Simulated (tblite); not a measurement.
# C6H15PSi2: the cost of one run

Computed with tblite 0.8.0 and PySCF 2.14.0, with density-fitted response routines of our own, on a single molecule in the gas phase. Atoms count from 0, in the outputs and in this text.

## Step 1: Starting geometry

24 atoms, charge 0, multiplicity 1; geometry from: force field or distance geometry start.

Bonds of the start (Å): C0–C1 1.35, C1–C2 1.51, C2–Si3 1.85, Si3–C4 1.85, Si3–P5 2.23, Si3–Si6 2.21, Si6–C7 1.85, C7–C8 1.33, C0–H9 1.10, C0–H10 1.08, C1–H11 1.08, C2–H12 1.10, C2–H13 1.10, C4–H14 1.12, C4–H15 1.10, C4–H16 1.12, P5–H17 1.46, P5–H18 1.45, Si6–H19 1.49, Si6–H20 1.47, C7–H21 1.09, C8–H22 1.09, C8–H23 1.08.

## Step 2: Geometry optimisation with GFN2-xTB

What the job is given:

```
{"job": {"kind": "relax", "xc": "GFN2-xTB", "basis": "xTB"}, "charge": 0, "multiplicity": 1}
C      2.697700     1.716200     0.367700
C      2.243200     0.738500    -0.438700
C      1.942600    -0.628800     0.114900
Si     0.186600    -1.146600    -0.147400
C     -0.201000    -1.100000    -1.951900
P     -0.005100    -3.219400     0.665900
Si    -1.327300     0.041500     0.929100
C     -1.898000     1.539800     0.006600
C     -2.852700     2.327600     0.492300
H      2.810200     1.500900     1.439000
H      2.908800     2.694300    -0.041600
H      2.103600     0.898100    -1.495700
H      2.576200    -1.332700    -0.452400
H      2.281600    -0.699400     1.163800
H     -0.623000    -0.096700    -2.221200
H     -0.944200    -1.871000    -2.183900
H      0.752700    -1.203500    -2.528000
H      0.082100    -3.089200     2.113400
H     -1.369500    -3.621200     0.386500
H     -2.538000    -0.819600     1.035200
H     -0.928100     0.368500     2.308700
H     -1.421900     1.720600    -0.951500
H     -3.180500     3.212800    -0.051100
H     -3.307600     2.088900     1.447800
```

Run with:

```bash
$ OMP_NUM_THREADS=1 python probes_run.py task.json out
```

One launch serves the whole session: the jobs run in the order shown.

Q: Estimate the wall time of this first job on 1 thread of Arm Neoverse N1, shared host.

About 4.1 s.
